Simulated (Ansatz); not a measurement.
Below is the output of a Python script on Ansatz 0.2.0 through its Python package that makes a calculation of the elastic constants of Mo, space group P6/mmm. Write a script that gives it. Settings (first run): r2SCAN, PAW, cutoff 600 eV, 18×18×17 k-points, Gaussian smearing of 0.1 eV.

```
Mo
1.0
     2.73551    0.00000    0.00000
    -1.36776    2.36902    0.00000
     0.00000    0.00000    2.55518
Mo
1
Direct
  0.00000 0.00000 0.50000
```

```console
$ python elastic.py
relaxed volume 16.619 A^3
C_ij (GPa), Voigt order xx yy zz yz xz xy
   191.8    364.5    104.2      0.0      0.0     -0.0
   364.5    191.8    104.2      0.0      0.0     -0.0
   104.2    104.2    441.3      0.0      0.0      0.0
    -0.0     -0.0      0.0   -103.4      0.0      0.0
    -0.0      0.0      0.0      0.0   -103.4      0.0
    -0.0      0.0      0.0     -0.0     -0.0    -86.4
smallest eigenvalue of C: -172.7 GPa; tensor positive definite: False
```

The script that was run (others could print the same):

Script `elastic.py`:
```python
"""Elastic constants of Mo."""

from dataclasses import replace

import ansatz as az
import numpy as np

structure = (
    az.Lattice.from_parameters(2.7355104, 2.7355104, 2.5551807, alpha=90, beta=90, gamma=120)
    .space_group(191)
    .atom("Mo", (0.0, 0.0, 0.5))
)

job = (
    structure.calculation()
    .occupations("gaussian")
    .basis(600)
    .functional("r2scan")
    .kpoints(18, 18, 17)
)
# first bring the cell to zero stress
rest = job.relax(cell=True).run().lattice
relaxed = az.Crystal(lattice=az.Lattice.of(rest.cell_ang))
for site in rest.sites:
    relaxed = relaxed.atom(site.symbol, site.position_frac)
job = replace(job, crystal=relaxed)
print("relaxed volume {:.3f} A^3".format(abs(np.linalg.det(rest.cell_ang))))
res = job.elastic("relaxed_ion").run()
elastic = res.elastic

print("C_ij (GPa), Voigt order xx yy zz yz xz xy")
for row in elastic.c_gpa:
    print(" ".join(f"{value:8.1f}" for value in row))
print("smallest eigenvalue of C:", round(elastic.stability.min_eigenvalue_gpa, 1), "GPa; tensor positive definite:", elastic.stability.min_eigenvalue_gpa > 0)
# averaged moduli need a positive definite tensor
if elastic.stability.min_eigenvalue_gpa > 0:
    m = elastic.moduli
    print(f"K = {m.k_hill_gpa:.1f}, G = {m.g_hill_gpa:.1f}, E = {m.youngs_gpa:.1f} GPa, Poisson ratio {m.poisson:.3f}, K/G = {m.k_hill_gpa / m.g_hill_gpa:.2f}")
```

This isn't the structure that Mo takes at ambient conditions. Shear constants of a metal converge slowly with the k-point mesh and can be wrong in sign on a coarse one; the constants belong to the cell that was strained. Hardware and time: 5.6 min on 1 thread of Intel(R) Xeon(R) Processor @ 2.30GHz (shared host), peak memory 0.97 GiB.

(A comment or docstring line of the script was reworded after the run, the code is as it ran.)
